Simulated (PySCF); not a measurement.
# HfOCl2: structure of the singlet

Where does singlet HfOCl2 go from a trigonal planar start, is the end point a minimum, and what are its modes, charges and moments?

Method: PBE0, basis Hf def2-TZVP with ECP60, O def2-TZVP, Cl def2-TZVP, scalar-relativistic core potentials, no spin–orbit coupling, density fitting; program: PySCF 2.14.0.

## (1) Starting geometry

4 atoms, charge 0, spin multiplicity 1.

Bond lengths: Hf1–O2 1.850 Å, Hf1–Cl3 2.510 Å, Hf1–Cl4 2.510 Å. Angles: O2–Hf1–Cl3 120.0°, O2–Hf1–Cl4 120.0°, Cl3–Hf1–Cl4 120.0°.

```xyz
4
charge 0 multiplicity 1
Hf   -0.2188    0.0000    0.0000
O    -2.0688    0.0000    0.0000
Cl    1.0362   -2.1737    0.0000
Cl    1.0361    2.1737    0.0000
```

## (2) Finding the electronic state

One driver script runs all steps and calls PySCF; scf.py shows how it sets up the SCF of each step. The optimiser is the driver's own. After this first run the driver tries any further starts and a stability analysis.

scf.py

```python
from pyscf import gto, scf, dft
mol = gto.M(atom='''
Hf    -0.218830    -0.000000     0.000000
O     -2.068780     0.000020     0.000000
Cl     1.036180    -2.173720     0.000000
Cl     1.036150     2.173710     0.000000''',
    basis={'Hf': 'def2-TZVP', 'O': 'def2-TZVP', 'Cl': 'def2-TZVP'},
    ecp={'Hf': 'def2-TZVP'},
    charge=0, spin=0)
mf = dft.RKS(mol, xc='PBE0')
mf.grids.atom_grid = (50, 194)
aux = {'Hf': 'def2-universal-JKFIT', 'O': 'def2-universal-JKFIT', 'Cl': 'def2-universal-JKFIT'}
mf = mf.density_fit(auxbasis=aux)
mf.conv_tol = 1e-08
mf.diis_space = 10
mf.max_cycle = 60
mf.init_guess = 'minao'
mf.verbose = 4
mf.kernel()
```

Started as:

```sh
> OMP_NUM_THREADS=4 python axn.py task.json out
```

Further steps of the session: Trigonal planar start, singlet: relaxation; Frequencies; Downhill along the imaginary mode; Vibrations and properties at this point.

Before running it: what results should come out? Wanted: minimum; geometry; wavenumbers; dipole moment; highest occupied, lowest empty level; polar-tensor charge of Hf1; zero-point energy; atomisation energy.

**Answer**, as computed:

```
                                 quantity                                                                   value
                                  minimum                                                             singlet, Cs
                                 geometry  Hf–Cl 2.365 Å (×2), Hf–O 1.742 Å; Cl–Hf–Cl 121.0°, Cl–Hf–O 112.2° (×2)
                       wavenumbers (cm⁻¹)             56 (a'), 112 (a'), 198 (a''), 364 (a'), 383 (a''), 957 (a')
                            dipole moment                                                                  3.99 D
     highest occupied, lowest empty level                                                         -8.82, -3.55 eV
               polar-tensor charge of Hf1                                                                 +2.18 e
                        zero-point energy                                                             12.4 kJ/mol
                      entropy at 298.15 K                                                         347.3 J/(mol K)
atomisation energy (no zero-point energy)                                                             1681 kJ/mol
```

From C2v at the start the molecule goes to a Cs minimum, after a stop at a saddle point 2.6 kJ/mol higher, from which it was pushed off along an imaginary mode. In the infrared the band at 957 cm⁻¹ (a', stretch) leads. Other starts or spin states, not run here, may lie lower. With an element this heavy the missing spin–orbit coupling can shift these numbers.
